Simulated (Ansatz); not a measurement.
# TiH₂ (singlet): wave-function methods side by side at distance Ti1–H2 = 2.237 Å, def2-SVP

How much of the correlation energy of TiH₂ (singlet) does each wave-function method recover here?

The runs use Ansatz 0.2.0, Gaussian basis; def2-SVP, core rule «outside noble gas», up to 9 orbitals frozen.

Plan: UHF; CCSD(T) on RHF; CCSD(T) on UHF; CISD; CCSDT(Q) on RHF; CCSDT(Q) on UHF; CASSCF and MRCISD+Q, 2 electrons in 2 orbitals; CASSCF and NEVPT2, 2 electrons in 2 orbitals; CASSCF and MRCISD+Q, 6 electrons in 8 orbitals; CASSCF and NEVPT4(SD), 6 electrons in 8 orbitals; CASSCF and NEVPT2, 6 electrons in 8 orbitals; Full CI.

32 further runs of the same task are left out: 9 for a known fault of the program, 19 that didn't finish, 4 set aside as unsound or not needed.

## Step 1: What is computed

The geometry derives from a PBE0/def2-TZVP stationary point (not a proven minimum). One bond is set to the value named and the two fragments are kept rigid.

3 atoms, charge 0, spin multiplicity 1.

Atoms are counted from 1 here; the program's logs count them from 0.

Bond lengths: Ti1–H2 2.237 Å, Ti1–H3 1.847 Å. Angles: H2–Ti1–H3 180.0°.

Coordinates:

```xyz
3
charge 0, multiplicity 1
Ti    0.0000    0.0000    0.1299
H     0.0000    0.0000   -2.1071
H     0.0000    0.0000    1.9773
```

## Step 2: UHF

File in.yaml:

```yaml
crystal:
  periodic: [false, false, false]
  atoms:
    - {symbol: Ti, position_ang: [0.000000, 0.000000, 0.129867]}
    - {symbol: H, position_ang: [0.000000, 0.000000, -2.107133]}
    - {symbol: H, position_ang: [0.000000, 0.000000, 1.977267]}
basis:
  gaussian: {orbitals: def2-SVP}
magnetization: {spin_polarized: true, initial_magnetization: 0}
hamiltonian: {xc: hf}
output: {orbitals: {seedname: orbitals}}
```

Run with:

```console
> ansatz run in.yaml --threads 1 --pin off --events-out ev --progress --plain --max-ram 2393MiB
```

Further steps of the session: CCSD(T) on RHF; CCSD(T) on UHF; CISD; CCSDT(Q) on RHF; CCSDT(Q) on UHF; CASSCF and MRCISD+Q, 2 electrons in 2 orbitals; CASSCF and NEVPT2, 2 electrons in 2 orbitals; CASSCF and MRCISD+Q, 6 electrons in 8 orbitals; CASSCF and NEVPT4(SD), 6 electrons in 8 orbitals; CASSCF and NEVPT2, 6 electrons in 8 orbitals; Full CI.

**Question.** What will the summary of the whole plan be? Wanted: FCI from the RHF energy; RMP2 from FCI; RCCSD from FCI; RCCSD(T) from FCI; RCCSDT(Q) from FCI; T1 diagnostic; effectively unpaired electrons.

The runs gave:

```
                         quantity              value
          FCI from the RHF energy         -2.7205 eV
                    RMP2 from FCI        +1109.3 meV
                   RCCSD from FCI         +184.0 meV
                RCCSD(T) from FCI          +93.3 meV
               RCCSDT(Q) from FCI           +9.1 meV
levels within 1 kcal/mol (43 meV)  RCCSDT, RCCSDT(Q)
                    T1 diagnostic              0.015
   effectively unpaired electrons               1.88
```

What this shows: RCCSD(T) lands +93.3 meV from the yardstick (3.4 % of the correlation energy). With 1.9 effectively unpaired electrons against 0 the state is strongly multireference. Coupled cluster on one determinant still stays close here. Coupled cluster took another determinant than the lowest Hartree-Fock one. These misses are within one basis, not against nature.

The restricted and unrestricted ladders end 0.88 eV apart at CCSDT(Q), so they describe two states, and rows of one don't measure the error of the other.
